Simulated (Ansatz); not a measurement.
# TaTiSi4: the cost of one run

Program: Ansatz 0.2.0. Level of theory: DFT PBE, scalar-relativistic, plane waves, PAW. These are calculated values, not measurements.

### Step 1. Starting point

It takes space group F222 (No. 22, orthorhombic). The conventional cell has a = 4.813 Å, b = 8.328 Å, c = 8.635 Å, α = 90.00°, β = 90.00°, γ = 90.00°. Ti (site symmetry 222) has 10 Si at 2.58 to 2.88 Å as nearest neighbours. Ta (site symmetry 222) has 10 Si at 2.60 to 2.83 Å as nearest neighbours. Around Si (site symmetry 2) lie 5 Si at 2.53 to 2.89 Å and 2 Ta at 2.60 Å and 3 Ti at 2.73 to 2.88 Å. Around Si (site symmetry 2) lie 5 Si at 2.53 to 2.83 Å and 2 Ti at 2.58 Å and 3 Ta at 2.75 to 2.83 Å.

Coordinates:

```cif
data_structure
_symmetry_space_group_name_H-M 'P 1'
_symmetry_Int_Tables_number 1
_cell_length_a 5.9984
_cell_length_b 4.9431
_cell_length_c 4.8093
_cell_angle_alpha 75.900
_cell_angle_beta 53.057
_cell_angle_gamma 51.042
_cell_volume 86.53
loop_
_atom_site_label
_atom_site_type_symbol
_atom_site_fract_x
_atom_site_fract_y
_atom_site_fract_z
_atom_site_occupancy
Ti1 Ti 0.75000 0.75000 0.75000 1
Ta1 Ta 0.50000 0.50000 0.50000 1
Si1 Si 0.09585 0.40415 0.09585 1
Si2 Si 0.40415 0.09585 0.40415 1
Si3 Si 0.16072 0.83928 0.16072 1
Si4 Si 0.83928 0.16072 0.83928 1
```

The start is the relaxed end of an invented cell (made as: elements ordered on the sites of the TiSi2 type, Ti/Ta on Ti (F222, No. 22)), taken up again for a closer look.

### Step 2. The guess as it stands, on a coarse mesh

Input file input.yaml:

```yaml
crystal:
  lattice:
    - [0.0, 4.1638892, 4.3177062]
    - [2.4064891, 0.0, 4.3177062]
    - [2.4064891, 4.1638892, 0.0]
  atoms:
    - { symbol: Ti, position: [0.75, 0.75, 0.75] }
    - { symbol: Ta, position: [0.5, 0.5, 0.5] }
    - { symbol: Si, position: [0.095849, 0.404151, 0.095849] }
    - { symbol: Si, position: [0.404151, 0.095849, 0.404151] }
    - { symbol: Si, position: [0.160721, 0.839279, 0.160721] }
    - { symbol: Si, position: [0.839279, 0.160721, 0.839279] }
basis:
  ecutwfc: 420
kpoints:
  mp_grid: { grid: [4, 4, 4] }
hamiltonian:
  xc: pbe
scf:
  occupations: { method: gaussian, width: 0.1 }
  lower_state_search: "off"
output:
  forces: true
  stress: true
  eigenvalues: true
```

On the command line:

```sh
ansatz run input.yaml --threads 4 --pin off --max-ram 8192MiB --backend cpu --events-out ev --progress --plain --runs-dir out
```

Q: Estimate wall time and peak memory on 4 threads of Arm Neoverse V1, shared host.

About 1.8 s, with a peak of 0.38 GiB.
